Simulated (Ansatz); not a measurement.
# CoCl3: the cost of one run

Computed with Ansatz 0.2.0 (DFT PBE, scalar-relativistic, plane waves, PAW, unless a step's input says otherwise).

1 further run of the same task is left out (it didn't finish).

## (1) The starting structure

Symmetry: I4/mmm, No. 139, tetragonal system. The conventional cell has a = 4.289 Å, b = 4.289 Å, c = 9.580 Å, α = 90.00°, β = 90.00°, γ = 90.00°. Co (site symmetry 4/mmm) has 12 Cl at 3.03 to 3.21 Å as nearest neighbours. Cl (site symmetry 4/mmm) has 4 Co at 3.03 Å as nearest neighbours. Cl (site symmetry -4m2) has 8 Cl at 3.03 to 3.21 Å and 4 Co at 3.21 Å as nearest neighbours.

As a file:

```
Co Cl
1.0
    -2.14430    2.14430    4.78986
     2.14430   -2.14430    4.78986
     2.14430    2.14430   -4.78986
Co Cl
1 3
Cartesian
  0.0000 0.0000 0.0000
  0.0000 0.0000 4.7899
  2.1443 0.0000 2.3949
  0.0000 2.1443 2.3949
```

This is candidate A: TiAl3 (D0_22) type (I4/mmm, No. 139).

(A quick probe on a coarse mesh, which set the mesh and smearing, is not shown.)

## (3) The relaxation (candidate A)

input.yaml reads:

```yaml
crystal:
  lattice:
    - [-2.1442994818, 2.1442994818, 4.7898637774]
    - [2.1442994818, -2.1442994818, 4.7898637774]
    - [2.1442994818, 2.1442994818, -4.7898637774]
  atoms:
    - { symbol: Co, position: [0.0, 0.0, 0.0], spin: 2.82 }
    - { symbol: Cl, position: [0.5, 0.5, 0.0], spin: 0.26 }
    - { symbol: Cl, position: [0.25, 0.75, 0.5], spin: 0.53 }
    - { symbol: Cl, position: [0.75, 0.25, 0.5], spin: 0.53 }
basis:
  ecutwfc: 420
kpoints:
  mp_grid: { grid: [16, 16, 16] }
hamiltonian:
  xc: pbe
scf:
  occupations: { method: gaussian, width: 0.1 }
output:
  forces: true
  stress: true
  eigenvalues: true
  populations: true
magnetization:
  spin_polarized: true
relax:
  adjacent_minimum: "off"
  f_tol: 0.01
  max_steps: 80
  cell: { stress_tol: 0.05 }
```

The run is started by

```sh
> ansatz run input.yaml --threads 1 --pin off --max-ram 2560MiB --backend cpu --events-out ev --progress --plain --runs-dir out
```

What time and memory should one allow on 1 thread of INTEL XEON PLATINUM 8581C at 2.10GHz (Emerald Rapids), shared host?

About 21 min, with a peak of 1.4 GiB.
